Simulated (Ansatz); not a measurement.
# CH5GaO2Si: one species, many methods

Aim: compute CH5GaO2Si with functionals from several rungs and with coupled cluster, and see how far each lands from CCSD(T) at the basis-set limit for the atomisation energy.

Computed with Ansatz 0.2.0, Gaussian basis. Level: functionals in def2-TZVPP, the program's frozen cores in correlated methods.

Plan: LDA (SPW92), PBE-D4, revPBE-D4, BLYP-D4, r2SCAN-D4, B97M-V, PBE0-D4, B3LYP-D4, r2SCANh-D4, r2SCAN0-D4, HSE06-D4, BHLYP-D4, CAM-B3LYP-D4, LC-ωPBE, ωB97X-V, ωB97M-V, B2PLYP, PBE-QIDH; CCSD(T)/def2-SVP; CCSD(T)/def2-TZVPP; MP2/def2-QZVPP; extrapolation to the limit; RPA on PBE.

## 1. Structure used throughout

An earlier PBE0-D4 in a triple-zeta def2 set relaxation fixed the geometry.

SMILES `O[SiH2][CH]1[O][GaH]1`, 10 atoms, charge 0, spin multiplicity 1.

Atoms are counted from 1 here; the program's logs count them from 0.

Bond lengths: O1–Si2 1.733 Å, O1–H6 0.962 Å, Si2–C3 1.827 Å, Si2–H7 1.484 Å, Si2–H8 1.489 Å, C3–O4 1.449 Å, C3–Ga5 1.947 Å, C3–H9 1.087 Å, O4–Ga5 1.858 Å, Ga5–H10 1.530 Å. Angles: Si2–O1–H6 116.8°, O1–Si2–C3 95.3°, O1–Si2–H7 107.5°, O1–Si2–H8 103.9°, C3–Si2–H7 116.1°, C3–Si2–H8 120.2°, H7–Si2–H8 110.9°, Si2–C3–O4 108.3°, Si2–C3–Ga5 94.2°, Si2–C3–H9 127.8°, O4–C3–Ga5 64.4°, O4–C3–H9 117.0°, Ga5–C3–H9 127.4°, C3–O4–Ga5 70.9°, C3–Ga5–O4 44.7°, C3–Ga5–H10 166.0°, O4–Ga5–H10 132.1°.

## 2. LDA

This LDA is Slater exchange with PW92 correlation.

Input file in.yaml:

```yaml
crystal:
  periodic: [false, false, false]
  atoms:
    - {symbol: O, position_ang: [-1.014672, 0.929249, 0.148227]}
    - {symbol: Si, position_ang: [-0.060066, -0.063510, 1.200305]}
    - {symbol: C, position_ang: [0.999371, -0.743297, -0.123610]}
    - {symbol: O, position_ang: [0.146067, -1.364643, -1.116129]}
    - {symbol: Ga, position_ang: [0.297031, 0.448928, -1.492992]}
    - {symbol: H, position_ang: [-1.961482, 0.760075, 0.133623]}
    - {symbol: H, position_ang: [0.607818, 0.833670, 2.175571]}
    - {symbol: H, position_ang: [-1.061678, -0.932376, 1.876816]}
    - {symbol: H, position_ang: [2.013349, -1.124788, -0.036406]}
    - {symbol: H, position_ang: [0.034253, 1.256684, -2.765417]}
basis:
  gaussian: {orbitals: def2-TZVPP}
hamiltonian: {xc: lda}
output: {orbitals: {seedname: orbitals}}
```

The run is started by

```
$ ansatz run in.yaml --threads 4 --pin off --events-out ev --progress --plain --max-ram 10444MiB
```

Further steps of the session: PBE-D4 (GGA); revPBE-D4 (GGA); BLYP-D4 (GGA); r2SCAN-D4 (meta-GGA); B97M-V (meta-GGA); PBE0-D4 (hybrid); B3LYP-D4 (hybrid); r2SCANh-D4 (hybrid); r2SCAN0-D4 (hybrid); HSE06-D4 (hybrid); BHLYP-D4 (hybrid); CAM-B3LYP-D4 (range-separated); LC-ωPBE (range-separated); ωB97X-V (range-separated); ωB97M-V (range-separated); B2PLYP (double hybrid); PBE-QIDH (double hybrid); CCSD(T) in def2-SVP; CCSD(T) in def2-TZVPP; MP2 in def2-QZVPP; RPA on PBE orbitals.

**Question.** What will the summary of the whole plan be? Wanted: atomisation energy, CCSD(T)/CBS; farthest beyond LDA; mean size of error, GGA; mean size of error, meta-GGA; mean size of error, hybrid; mean size of error, range-separated; mean size of error, double hybrid; gap, smallest and largest; T1 diagnostic.

The runs gave:

```
                               quantity                                                          value
        atomisation energy, CCSD(T)/CBS                                                      35.228 eV
    functionals within 0.352 eV (1.0 %)  r2SCAN-D4, B97M-V, r2SCANh-D4, CAM-B3LYP-D4, ωB97X-V, ωB97M-V
                    farthest beyond LDA                                           BHLYP-D4 (-1.881 eV)
                mean size of error, GGA                                                       0.513 eV
           mean size of error, meta-GGA                                                       0.060 eV
             mean size of error, hybrid                                                       0.777 eV
    mean size of error, range-separated                                                       0.244 eV
      mean size of error, double hybrid                                                       0.657 eV
              gap, smallest and largest                           3.23 eV (BLYP-D4), 9.67 eV (LC-ωPBE)
                          T1 diagnostic                                                         0.0162
triples share of the correlation energy                                                          4.2 %
```

In words: The LDA atomisation energy is off by 5.642 eV (16 %): it overbinds. PBE-D4 misses by +0.388 eV. Double hybrids carry the basis error of their MP2 part in triple zeta, and no dispersion term here, so their miss is partly the set-up's. The rungs meta-GGA, range-separated miss on average by less than the doubt on the reference (0.352 eV), so they tie. Misses under about 0.352 eV are within the doubt on the reference itself, which lacks core-valence correlation, relativity and higher excitations, and its outer-core shells are covered unevenly. Hartree-Fock recovers 67 % of the binding; the rest is correlation. CCSD(T) in def2-SVP is off by -2.714 eV, which most functionals beat. Orbital gaps span 3.2 to 9.7 eV; exact exchange widens them. Correlated methods include outer-core shells of Ga, which these sets cover unevenly.
